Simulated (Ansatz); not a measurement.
I need a scan of the energy under strain of Ta, space group P4/mbm. Use the Ansatz DFT code, driven from Python. Level of theory (first run): LDA, norm-conserving potentials, the default cutoff (789 eV here), 2×2×14 k-points, Fermi-Dirac smearing of 0.01 eV.

```xyz
4
Lattice="22.7091 0.0000 0.0000 0.0000 22.7091 0.0000 0.0000 0.0000 2.3773" Properties=species:S:1:pos:R:3 pbc="T T T"
Ta    7.2358   18.5903    0.0000
Ta   15.4733    4.1188    0.0000
Ta    4.1188    7.2358    0.0000
Ta   18.5903   15.4733    0.0000
```

`run_strain.py`:
```python
import warnings

import ansatz
import numpy as np

SETTINGS = {
    "sigma": 0.01,
    "tolerance": 1e-07,
    "max_iterations": 150,
    "mesh": (2, 2, 14),
}

vectors0 = np.array([
    [22.709111, 0.0, 0.0],
    [0.0, 22.709111, 0.0],
    [0.0, 0.0, 2.37728],
])
sites = [
    ("Ta", (0.318629, 0.818629, 0.0)),
    ("Ta", (0.681371, 0.181371, 0.0)),
    ("Ta", (0.181371, 0.318629, 0.0)),
    ("Ta", (0.818629, 0.681371, 0.0)),
]


def crystal_on(cell):
    crystal = ansatz.Crystal(lattice=ansatz.Lattice.of(cell))
    for symbol, position in sites:
        crystal = crystal.atom(symbol, position)
    return crystal


def main() -> None:
    warnings.simplefilter("ignore", ansatz.DeckWarning)

    values = np.linspace(-0.05, 0.05, 5)
    energies = []
    for d in values:
        strain = d / 2 * (np.ones((3, 3)) - np.eye(3))
        cell = vectors0 @ (np.eye(3) + strain)
        model = (
            crystal_on(cell).calculation()
            .functional(ansatz.Functional.LDA)
            .pseudopotentials("nc")
            .occupations(ansatz.OccupationsMethod.FERMI_DIRAC, width=SETTINGS["sigma"])
            .scf(tolerance=SETTINGS["tolerance"], max_iterations=SETTINGS["max_iterations"], self_checks="high")
            .kpoints(*SETTINGS["mesh"])
            .stress()
        )
        report = model.run(threads=1).report
        energies.append(report["free_energy_ev"] / len(sites))
        s = report["stress_gpa"]
        print(f"d = {d:+.4f}  stress xx yy zz xy (GPa, compression positive): {s[0][0]:8.3f} {s[1][1]:8.3f} {s[2][2]:8.3f} {s[0][1]:8.3f}")
    energies = np.array(energies)

    for value, e in zip(values, energies):
        print(f"strain {value:7.3f}   E - Emin = {1000 * (e - energies.min()):9.3f} meV/atom")
    np.savetxt("strain.csv", np.column_stack([values, energies]), fmt="%.6f", delimiter=",", header="strain,energy_eV_per_atom")
    curvature = 2 * np.polyfit(values, energies, 3)[1]
    volume = abs(np.linalg.det(vectors0)) / len(sites)
    print(f"d2E/dd2 over the volume: {curvature / volume * 160.21766:.1f} GPa")


if __name__ == "__main__":
    main()
```

`python run_strain.py` gives:
```text
d = -0.0500  stress xx yy zz xy (GPa, compression positive):   -0.001   -0.001   -1.111   -0.001
d = -0.0250  stress xx yy zz xy (GPa, compression positive):   -0.000   -0.000   -1.091   -0.000
d = +0.0000  stress xx yy zz xy (GPa, compression positive):    0.000    0.000   -1.084    0.000
d = +0.0250  stress xx yy zz xy (GPa, compression positive):   -0.000   -0.000   -1.091   -0.000
d = +0.0500  stress xx yy zz xy (GPa, compression positive):   -0.001   -0.001   -1.110   -0.001
strain  -0.050   E - Emin =     1.311 meV/atom
strain  -0.025   E - Emin =     0.325 meV/atom
strain   0.000   E - Emin =     0.000 meV/atom
strain   0.025   E - Emin =     0.325 meV/atom
strain   0.050   E - Emin =     1.311 meV/atom
d2E/dd2 over the volume: 0.5 GPa
```

`strain.csv`, as written:
```csv
# strain,energy_eV_per_atom
-0.050000,-1767.575749
-0.025000,-1767.576734
0.000000,-1767.577059
0.025000,-1767.576734
0.050000,-1767.575749
```

Against the unstrained cell the energy per atom changes by +1.31 meV at one end of the scan and +1.31 meV at the other, and its second derivative over the volume is 0.5 GPa.

The settings weren't tested for convergence. The cell holds layers, chains or clusters in vacuum, no bulk phase; its stress is averaged over the vacuum too and scales with the cell's height. The program warned that this SCF threshold is loose for forces or stresses. The curvature belongs to this strain pattern and to the cell's stress; it equals a single elastic constant only for simple patterns. In a metal a curvature from energy changes of a few meV or less hangs on mesh and smearing, in size and even in sign. Points of the mesh across the vacuum add cost only. Spin-orbit coupling, which matters for elements this heavy, is left out. This isn't the structure that Ta takes at ambient conditions. The ions keep their fractional positions (clamped ions). The script silences the warnings on its input, which a real study should read. Timing: 25 min on 1 thread of Arm Neoverse V1, on a shared host, peak memory 2.3 GiB.
